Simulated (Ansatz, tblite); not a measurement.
# C10H23BO2: which spin state is lowest

Aim: set other spin states of C10H23BO2 against its singlet, on many levels of theory.

Method: as each input shows; program: Ansatz 0.2.0, Gaussian basis.

The runs, in order: triplet, at the geometry of the singlet (GFN1-xTB, GFN2-xTB, PBE0-D4/def2-TZVP, PBE-D4/def2-TZVP); the singlet's energies come from earlier runs.

### Step 1. The relaxed structure

The geometry is that of the singlet, from an earlier relaxation (PBE-D4/def2-SVP).

SMILES `CCCCCCCCCCB(O)O`, 36 atoms, charge 0, spin multiplicity 1.

Bond lengths: C1–C2 1.530 Å, C1–H14 1.111 Å, C1–H15 1.110 Å, C1–H16 1.109 Å, C2–C3 1.534 Å, C2–H17 1.114 Å, C2–H18 1.112 Å, C3–C4 1.535 Å, C3–H19 1.114 Å, C3–H20 1.113 Å, C4–C5 1.533 Å, C4–H21 1.113 Å, C4–H22 1.114 Å, C5–C6 1.531 Å, C5–H23 1.113 Å, C5–H24 1.114 Å, C6–C7 1.531 Å, C6–H25 1.114 Å and more. Angles: C2–C1–H14 111.4°, C2–C1–H15 111.3°, C2–C1–H16 111.8°, H14–C1–H15 107.1°, H14–C1–H16 107.5°, H15–C1–H16 107.5°, C1–C2–C3 113.3°, C1–C2–H17 109.7°, C1–C2–H18 109.3°, C3–C2–H17 109.0°, C3–C2–H18 109.8°, H17–C2–H18 105.6°, C2–C3–C4 114.9°, C2–C3–H19 109.1°, C2–C3–H20 108.6°, C4–C3–H19 109.2°, C4–C3–H20 109.0°, H19–C3–H20 105.5° and more.

### Step 2. Triplet at the fixed geometry, GFN1-xTB

Tight binding, by tblite at 300 K electronic temperature and without a spin-polarisation term:

```python
tblite.interface.Calculator('GFN1-xTB', numbers, positions, charge=0, uhf=2).singlepoint()
```

Energy -1202.7563 eV; 0.083 s.

### Step 3. Triplet at the fixed geometry, GFN2-xTB

Tight binding, by tblite at 300 K electronic temperature and without a spin-polarisation term:

```python
tblite.interface.Calculator('GFN2-xTB', numbers, positions, charge=0, uhf=2).singlepoint()
```

Energy -1151.4425 eV; 0.04 s.

### Step 4. Triplet at the fixed geometry, PBE0-D4/def2-TZVP

The input, in.yaml:

```yaml
crystal:
  periodic: [false, false, false]
  atoms:
    - {symbol: C, position_ang: [-5.778772, 0.015967, -1.358872]}
    - {symbol: C, position_ang: [-4.506693, -0.329416, -0.582344]}
    - {symbol: C, position_ang: [-4.025464, 0.806889, 0.328558]}
    - {symbol: C, position_ang: [-2.781443, 0.481727, 1.166905]}
    - {symbol: C, position_ang: [-1.501805, 0.245343, 0.356872]}
    - {symbol: C, position_ang: [-0.264019, -0.013186, 1.220721]}
    - {symbol: C, position_ang: [1.012937, -0.261479, 0.412720]}
    - {symbol: C, position_ang: [2.252022, -0.520083, 1.276205]}
    - {symbol: C, position_ang: [3.536252, -0.814154, 0.487467]}
    - {symbol: C, position_ang: [4.052580, 0.355002, -0.361743]}
    - {symbol: B, position_ang: [5.395578, 0.099316, -1.157506]}
    - {symbol: O, position_ang: [5.948960, -1.162581, -1.134885]}
    - {symbol: O, position_ang: [5.946031, 1.159698, -1.846277]}
    - {symbol: H, position_ang: [-6.618630, 0.256334, -0.673119]}
    - {symbol: H, position_ang: [-5.624722, 0.901865, -2.010501]}
    - {symbol: H, position_ang: [-6.106428, -0.821726, -2.007530]}
    - {symbol: H, position_ang: [-4.679360, -1.239745, 0.035326]}
    - {symbol: H, position_ang: [-3.702069, -0.603067, -1.299260]}
    - {symbol: H, position_ang: [-3.824321, 1.710971, -0.291347]}
    - {symbol: H, position_ang: [-4.857160, 1.092327, 1.010732]}
    - {symbol: H, position_ang: [-2.601387, 1.313933, 1.883131]}
    - {symbol: H, position_ang: [-2.986650, -0.414287, 1.796737]}
    - {symbol: H, position_ang: [-1.643213, -0.614788, -0.334715]}
    - {symbol: H, position_ang: [-1.315679, 1.127269, -0.298397]}
    - {symbol: H, position_ang: [-0.104635, 0.851212, 1.905247]}
    - {symbol: H, position_ang: [-0.455526, -0.886084, 1.886050]}
    - {symbol: H, position_ang: [1.192313, 0.610933, -0.254531]}
    - {symbol: H, position_ang: [0.854657, -1.129781, -0.267672]}
    - {symbol: H, position_ang: [2.422037, 0.357441, 1.942138]}
    - {symbol: H, position_ang: [2.039942, -1.375020, 1.956709]}
    - {symbol: H, position_ang: [4.332473, -1.125015, 1.197523]}
    - {symbol: H, position_ang: [3.370869, -1.699865, -0.165662]}
    - {symbol: H, position_ang: [3.289498, 0.668374, -1.111655]}
    - {symbol: H, position_ang: [4.196523, 1.261574, 0.271099]}
    - {symbol: H, position_ang: [6.768954, -1.252536, -1.652400]}
    - {symbol: H, position_ang: [6.766331, 0.946658, -2.325722]}
basis:
  gaussian: {orbitals: def2-TZVP}
magnetization: {spin_polarized: true, initial_magnetization: 2}
hamiltonian: {xc: pbe0, dispersion: d4}
scf: {omitted_lower_state_checks: [starts]}
output: {orbitals: {seedname: orbitals}}
```

Launch:

```
ansatz run in.yaml --threads 4 --pin off --events-out ev --progress --plain --max-ram 9574MiB
```

The log of the run:

```text
Functional definition: PBE0
  name "PBE0"
  cite "Adamo & Barone, J. Chem. Phys. 110, 6158 (1999) doi:10.1063/1.478522"
  cite "Perdew, Burke & Ernzerhof, Phys. Rev. Lett. 77, 3865 (1996) doi:10.1103/PhysRevLett.77.3865"
  parent pbe
  parameter a = 0.25
  parameter kappa = 0.804
  parameter beta = 0.06672455060314922
  exchange = (1 - a)*pbe_x(kappa = kappa, mu = beta*pi^2/3) + a*exact_x
  correlation = pbe_c(beta = beta)
these checks for a lower state are left out or cut short: starts
3283 factors; their error is unknown
the host lacks memory for fits, so the integrals are decomposed
3751 factors; integrals over basis functions are off by at most 1.2e-3 eV
mean field evaluation 1: about -15466.0738 eV, gradient 8.2e1 eV
mean field evaluation 2: about -15174.2273 eV, gradient 1.8e2 eV
mean field evaluation 4: about -15494.0809 eV, gradient 2.4e1 eV
mean field evaluation 8: about -15498.6554 eV, gradient 7.5e0 eV
mean field evaluation 16: about -15499.3256 eV, gradient 8.0e-1 eV
mean field evaluation 32: about -15499.3560 eV, gradient 3.9e-3 eV
mean field -15499.35604994 eV, -569.5908289946 hartree, gradient 1.6e-5 eV, S^2 2.018809; 0 other end points of the search recorded, 0 dependent functions left out
reference -15499.35611653 eV, -569.5908314414 hartree; 53, 51 occupied and 488, 490 virtual orbitals, 3751 factors
Total energy: -15500.02855493 eV, -569.6155430970 hartree
Checks for a lower state left out: starts
```

Run time: 3.3 min. Hardware: 4 threads of Arm Neoverse N1, shared host; peak memory 4.2 GiB.

Report: HOMO -1.90 eV, LUMO -7.76 eV (over both spins; with the spin held, an empty level of the minority spin lies below the top filled one); ⟨S²⟩ 2.019 (pure: 2.00).

### Step 5. Triplet at the fixed geometry, PBE-D4/def2-TZVP

start.molden holds the orbitals of an earlier run on this state, given as this run's starting guess.

Edit in.yaml of step 4 so:

```diff
@@ -40,5 +40,5 @@
 basis:
-  gaussian: {orbitals: def2-TZVP}
+  gaussian: {orbitals: def2-TZVP, initial_orbitals: start.molden}
 magnetization: {spin_polarized: true, initial_magnetization: 2}
-hamiltonian: {xc: pbe0, dispersion: d4}
+hamiltonian: {xc: pbe, dispersion: d4}
 scf: {omitted_lower_state_checks: [starts]}
```

Launched as before.

The log of the run:

```text
Functional definition: PBE
  name "PBE"
  cite "Perdew, Burke & Ernzerhof, Phys. Rev. Lett. 77, 3865 (1996) doi:10.1103/PhysRevLett.77.3865"
  parent pbe
  parameter kappa = 0.804
  parameter beta = 0.06672455060314922
  exchange = pbe_x(kappa = kappa, mu = beta*pi^2/3)
  correlation = pbe_c(beta = beta)
these checks for a lower state are left out or cut short: starts
3283 factors; their error is unknown
mean field evaluation 1: about -15497.5223 eV, gradient 1.0e1 eV
mean field evaluation 2: about -15497.9170 eV, gradient 9.5e-1 eV
mean field evaluation 4: about -15497.8280 eV, gradient 7.7e-1 eV
mean field evaluation 8: about -15497.8323 eV, gradient 2.3e-5 eV
mean field evaluation 16: about -15497.8323 eV, gradient 2.4e-5 eV
mean field -15497.83233536 eV, -569.5348335164 hartree, gradient 7.9e-6 eV, S^2 2.002591; 0 other end points of the search recorded, 0 dependent functions left out
reference -15497.83242543 eV, -569.5348368265 hartree; 53, 51 occupied and 488, 490 virtual orbitals, 3283 factors
Total energy: -15498.62432906 eV, -569.5639387480 hartree
Checks for a lower state left out: starts
```

Run time: 58 s. Hardware: 4 threads of Arm Neoverse N1, shared host; peak memory 1.6 GiB.

From the report: HOMO -0.67 eV, LUMO -7.69 eV (over both spins; with the spin held, an empty level of the minority spin lies below the top filled one); ⟨S²⟩ 2.003 (pure: 2.00).

### Step 6. Triplet less singlet, vertical

The singlet's energies are those of its earlier runs, whose logs aren't repeated here.

```csv
level,"triplet less singlet, vertical (kcal/mol)",time
GFN1-xTB,+187.8,0.13 s
GFN2-xTB,+179.2,0.068 s
PBE-D4/def2-TZVP,+156.2,84 s
PBE0-D4/def2-TZVP,+173.7,4.2 min
```

Times add the two runs; a level without a time comes out of a correlated run. Tight binding without a spin term can't rank spin states.

### Step 7. Summary of results

| quantity | value |
| --- | --- |
| triplet less singlet, vertical, functionals in def2-TZVP | +156.2 (PBE-D4) to +173.7 kcal/mol (PBE0-D4) |

All functionals put the triplet above the singlet, over a spread of 17.4 kcal/mol. The checks for a lower triplet were left out, so another state of that spin may lie lower. These are electronic energies, without zero-point motion, entropy or surroundings.
